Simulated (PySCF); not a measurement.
**Accurate constants of TeN, step by step**

An exercise on one series of results from a longer session: the logs are not shown, and one member is left open.

Program: PySCF 2.14.0. Level of theory: CCSD(T) on ROHF, scalar-relativistic core potentials. These are calculated values, not measurements.

The first run:

* molecule: TeN
* state: doublet, unpaired electrons π ↑
* smaller basis: Te cc-pVTZ-PP with ECP28, N cc-pVTZ
* larger basis: Te cc-pVQZ-PP with ECP28, N cc-pVQZ
* frozen core orbitals: 10
* extrapolation: correlation as n⁻³ (n = 3, 4), Hartree–Fock as (n+1)·exp(−9√n)
* corrections: core–valence correlation
* distances (Å): 1.6461, 1.7210, 1.7958, 1.8706, 1.9454, 2.0390, 2.1325
* masses (u): 129.9062, 14.0031
* dissociation limit: Te + N

On the command line:

```sh
$ OMP_NUM_THREADS=4 python comp.py task.json out
```

Among the steps run: Coupled cluster at each distance.

One of the session's tables, all rows but one given; the rest of the session is left out.

```
               level  Re (Å)  ωe (cm⁻¹)  ωexe (cm⁻¹)  αe (cm⁻¹)
CCSD(T)/cc-pVTZ(-PP)  1.8836      783.0         5.72    0.00289
CCSD(T)/cc-pVQZ(-PP)  1.8736      796.7         5.38    0.00281
              HF/CBS  1.8327      901.3         3.15    0.00197
             MP2/CBS  1.8405      767.0         1.63    0.00267
            CCSD/CBS       ?          ?            ?          ?
         CCSD(T)/CBS  1.8696      805.2         5.21    0.00276
      CCSD(T)/CBS+CV  1.8587      811.9         4.97    0.00274
```

Estimate the missing values for CCSD/CBS.

As computed: Re (Å): 1.8559; ωe (cm⁻¹): 842.5; ωexe (cm⁻¹): 4.78; αe (cm⁻¹): 0.00258. In the column «Re (Å)» it lies between MP2/CBS (1.8405) and CCSD(T)/CBS+CV (1.8587).
